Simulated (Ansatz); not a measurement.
# BSbH₄ (SMILES [BH2][SbH2]): one structure at several levels

A test off equilibrium: a structure displaced at random from a GFN2-xTB minimum is computed at several levels, and each is set against CCSD(T).

Method: single points in def2-TZVPP; program: Ansatz 0.2.0, Gaussian basis.

Correlated methods freeze the cores. Filled d shells of the heavier atoms are correlated. Core potentials replace the inner electrons past krypton, and spin-orbit coupling is left out.

### Step 1. The starting structure

SMILES `[BH2][SbH2]`, 6 atoms, charge 0, spin multiplicity 1.

Atoms are counted from 1 here; the program's logs count them from 0.

Bond lengths: B1–Sb2 2.142 Å, B1–H3 1.174 Å, B1–H4 1.163 Å, Sb2–H5 1.650 Å, Sb2–H6 1.689 Å. Angles: Sb2–B1–H3 120.3°, Sb2–B1–H4 121.5°, H3–B1–H4 117.5°, B1–Sb2–H5 97.4°, B1–Sb2–H6 98.2°, H5–Sb2–H6 90.0°.

Geometry (Å):

```xyz
6
BH4Sb
B     0.1127   -0.9798    0.2070
Sb    0.6161    1.0891   -0.0240
H    -0.2244   -1.3949    1.2527
H     0.3184   -1.7533   -0.6367
H    -0.0658    1.3093   -1.5101
H    -0.7563    1.7530    0.7039
```

### Step 2. CCSD(T)/def2-TZVPP

run/in.yaml

```yaml
crystal:
  periodic: [false, false, false]
  atoms:
    - {symbol: B, position_ang: [0.112700, -0.979800, 0.207000]}
    - {symbol: Sb, position_ang: [0.616100, 1.089100, -0.024000]}
    - {symbol: H, position_ang: [-0.224400, -1.394900, 1.252700]}
    - {symbol: H, position_ang: [0.318400, -1.753300, -0.636700]}
    - {symbol: H, position_ang: [-0.065800, 1.309300, -1.510100]}
    - {symbol: H, position_ang: [-0.756300, 1.753000, 0.703900]}
basis:
  gaussian: {orbitals: def2-TZVPP}
correlation: {method: ccsd_t}
output: {forces: true}
```

The command line of these runs was not kept.

### Step 3. PBE0-D4/def2-TZVPP

run/in.yaml, as its differences from that of step 2:

```diff
@@ -11,3 +11,3 @@
   gaussian: {orbitals: def2-TZVPP}
-correlation: {method: ccsd_t}
-output: {forces: true}
+hamiltonian: {xc: pbe0, dispersion: d4}
+output: {forces: true, orbitals: {seedname: orbitals}}
```

### Step 4. wB97M-V/def2-TZVPP

run/in.yaml, as its differences from that of step 3:

```diff
@@ -11,3 +11,3 @@
   gaussian: {orbitals: def2-TZVPP}
-hamiltonian: {xc: pbe0, dispersion: d4}
-output: {forces: true, orbitals: {seedname: orbitals}}
+hamiltonian: {xc: {name: wB97M-V}}
+output: {forces: true}
```

### Step 5. r2SCAN-D4/def2-TZVPP

run/in.yaml, as its differences from that of step 4:

```diff
@@ -11,3 +11,3 @@
   gaussian: {orbitals: def2-TZVPP}
-hamiltonian: {xc: {name: wB97M-V}}
+hamiltonian: {xc: r2scan, dispersion: d4}
 output: {forces: true}
```

### Step 6. PBE-D4/def2-TZVPP

run/in.yaml, as its differences from that of step 5:

```diff
@@ -11,3 +11,3 @@
   gaussian: {orbitals: def2-TZVPP}
-hamiltonian: {xc: r2scan, dispersion: d4}
+hamiltonian: {xc: pbe, dispersion: d4}
 output: {forces: true}
```

### Step 7. HSE06-D4/def2-TZVPP

run/in.yaml, as its differences from that of step 6:

```diff
@@ -11,3 +11,3 @@
   gaussian: {orbitals: def2-TZVPP}
-hamiltonian: {xc: pbe, dispersion: d4}
+hamiltonian: {xc: hse06, dispersion: d4}
 output: {forces: true}
```

### Step 8. LC-wPBE/def2-TZVPP

run/in.yaml, as its differences from that of step 7:

```diff
@@ -11,3 +11,3 @@
   gaussian: {orbitals: def2-TZVPP}
-hamiltonian: {xc: hse06, dispersion: d4}
+hamiltonian: {xc: {name: LC-wPBE}}
 output: {forces: true}
```

(Steps that only read results are left out.)

Before running it: what results should come out? Wanted: energy less free atoms, CCSD(T)/def2-TZVPP; RMS force component; RMS force error; HOMO and LUMO, PBE0-D4; T1 diagnostic.

**Answer**, as computed:

```
                                  quantity                                                                                            value
energy less free atoms, CCSD(T)/def2-TZVPP                                                                                  -357.8 kcal/mol
                       RMS force component                                                             0.335 to 0.457 eV/Å over the methods
                           RMS force error  PBE0-D4 0.081, wB97M-V 0.052, r2SCAN-D4 0.079, PBE-D4 0.184, HSE06-D4 0.081, LC-wPBE 0.070 eV/Å
                    HOMO and LUMO, PBE0-D4                                                                               -7.15 and -2.20 eV
                             T1 diagnostic                                                                                            0.015
```

**Reading.** Against CCSD(T) the functionals' energies less atoms differ by -10.3 to -2.2 kcal/mol, PBE-D4 by -10.3 kcal/mol. CCSD(T) in triple zeta still lacks some correlation energy of the bonds, so part of these gaps is its own basis error and they don't rank the functionals. On forces the order runs from wB97M-V to PBE-D4. Frozen-core CCSD(T) forces in triple zeta carry basis errors of their own, and this is one geometry, so small gaps rank nothing.
